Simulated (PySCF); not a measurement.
# GeH7NOSi: the cost of one run

The runs use PySCF 2.14.0, with density-fitted response routines of our own; the level of theory stands in each step. All values are computed, except where a source is named. Atoms count from 0, in the outputs and in this text.

## Step 1: Starting geometry

11 atoms, charge 0, multiplicity 1; geometry from: GFN2-xTB. The atoms were then displaced at random by about 0.01 Å, so the start is not that level's minimum.

Bonds of the start (Å): N0–Si1 1.70, Si1–O2 1.62, O2–Ge3 1.77, N0–H4 1.02, N0–H5 1.03, Si1–H6 1.46, Si1–H7 1.45, Ge3–H8 1.48, Ge3–H9 1.48, Ge3–H10 1.50.

## Step 2: Geometry optimisation at PBE0-D3(BJ)/def2-SVP

The job: settings as JSON, then the geometry in Å.

```
{"job": {"xc": "PBE0", "basis": "def2-SVP", "d3": "d3bj", "grid": 1, "shake": 0.01, "kind": "geom"}, "charge": 0, "multiplicity": 1}
N     -1.692000     0.298190    -0.691430
Si    -1.001950    -0.646780     0.535910
O      0.568970    -0.278570     0.609500
Ge     1.979410     0.265840    -0.302220
H     -1.425090     1.279070    -0.793370
H     -2.708170     0.253500    -0.852360
H     -1.408300    -0.395880     1.919410
H     -1.148550    -2.020820     0.095290
H      1.877970    -0.316930    -1.657240
H      3.121180    -0.225610     0.495250
H      1.874640     1.762160    -0.334480
```

On the command line:

```sh
OMP_NUM_THREADS=1 python probes_run.py task.json out
```

This one command runs all jobs of the session in turn.

Q: Estimate the wall time and peak memory of this first job on 1 thread of Arm Neoverse V2, shared host.

About 81 s, with a peak of 0.48 GiB.
